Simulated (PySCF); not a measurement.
Runs of PySCF 2.14.0 on Cl2BGeH3. The cell holds a molecule in a box, 7 atoms: a = 13.000 Å, b = 13.000 Å, c = 13.000 Å, α = 90.00°, β = 90.00°, γ = 90.00°. 

```tsv
task	level	frozen core bands	conv_tol	three-centre integrals	exxdiv	three-body dispersion term	gap on the mesh (eV)
atomic charges	wB97X	-	1e-07 Ha	read from an earlier run's file	ewald	-	11.15
atomic charges	PBE	-	1e-07 Ha	-	-	-	4.24
atomic charges	PBE0+D3(BJM)	-	1e-07 Ha	read from an earlier run's file	ewald	no	(a)
atomic charges	SOGGA11	-	1e-07 Ha	read from an earlier run's file	-	-	4.30
```

Alike in all rows: potentials or basis pob-tzvp-rev2 (all-electron); no spin polarisation; cell as given; k mesh 1 × 1 × 1; smearing fixed.

Q: Estimate the missing entries.

A: (a) 6.45.

Caveats: this is a molecule in a periodic box at the Γ point, so its band gap is the HOMO-LUMO gap; relativity is left out, which matters for the heavier elements; the basis of atomic orbitals isn't converged, which shifts pressures, moduli and gaps.

A k mesh can miss the band edges, and the runs leave out spin-orbit coupling on Ge.
